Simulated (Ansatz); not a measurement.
# LiZn12: the cost of one run

Method: DFT PBE, plane waves, PAW, scalar-relativistic, no spin polarisation, in Ansatz 0.2.0.

## (1) Starting point

The cell holds 13 atoms (LiZn12): a = 5.320 Å, b = 7.980 Å, c = 4.937 Å, α = 90.00°, β = 90.00°, γ = 120.00°.

Coordinates:

```cif
data_structure
_symmetry_space_group_name_H-M 'P 1'
_symmetry_Int_Tables_number 1
_cell_length_a 5.3200
_cell_length_b 7.9800
_cell_length_c 4.9370
_cell_angle_alpha 90.000
_cell_angle_beta 90.000
_cell_angle_gamma 120.000
_cell_volume 181.51
loop_
_atom_site_label
_atom_site_type_symbol
_atom_site_fract_x
_atom_site_fract_y
_atom_site_fract_z
_atom_site_occupancy
Zn1 Zn 0.00000 0.00000 0.00000 1
Zn2 Zn 0.16667 0.22222 0.50000 1
Zn3 Zn 0.00000 0.33333 0.00000 1
Zn4 Zn 0.16667 0.55556 0.50000 1
Zn5 Zn 0.00000 0.66667 0.00000 1
Zn6 Zn 0.16667 0.88889 0.50000 1
Zn7 Zn 0.50000 0.00000 0.00000 1
Zn8 Zn 0.66667 0.22222 0.50000 1
Zn9 Zn 0.50000 0.33333 0.00000 1
Zn10 Zn 0.66667 0.55556 0.50000 1
Zn11 Zn 0.50000 0.66667 0.00000 1
Zn12 Zn 0.66667 0.88889 0.50000 1
Li1 Li 0.17074 0.56041 0.15999 1
```

## (2) Relaxing end A

The input, input.yaml:

```yaml
crystal:
  lattice:
    - [5.32, 0.0, 0.0]
    - [-3.99, 6.910883, 0.0]
    - [0.0, 0.0, 4.93696]
  atoms:
    - { symbol: Zn, position: [0.0, 0.0, 0.0] }
    - { symbol: Zn, position: [0.1666667, 0.2222222, 0.5] }
    - { symbol: Zn, position: [0.0, 0.3333333, 0.0] }
    - { symbol: Zn, position: [0.1666667, 0.5555556, 0.5] }
    - { symbol: Zn, position: [0.0, 0.6666667, 0.0] }
    - { symbol: Zn, position: [0.1666667, 0.8888889, 0.5] }
    - { symbol: Zn, position: [0.5, 0.0, 0.0] }
    - { symbol: Zn, position: [0.6666667, 0.2222222, 0.5] }
    - { symbol: Zn, position: [0.5, 0.3333333, 0.0] }
    - { symbol: Zn, position: [0.6666667, 0.5555556, 0.5] }
    - { symbol: Zn, position: [0.5, 0.6666667, 0.0] }
    - { symbol: Zn, position: [0.6666667, 0.8888889, 0.5] }
    - { symbol: Li, position: [0.1707447, 0.5604096, 0.1599896] }
basis:
  ecutwfc: 420.0
kpoints:
  mp_grid: { grid: [4, 3, 3] }
hamiltonian:
  xc: pbe
scf:
  occupations: { method: fermi_dirac, width: 0.05 }
  lower_state_search: "off"
relax:
  f_tol: 0.03
  max_steps: 60
  adjacent_minimum: "off"
```

Command:

```
> ansatz run input.yaml --threads 4 --pin off --max-ram 10240MiB --backend cpu --events-out ev --progress --plain --runs-dir out
```

What time and memory should one allow on 4 threads of AMD EPYC 9R45 (Zen 5), shared host?

About 46 s, with a peak of 0.83 GiB.
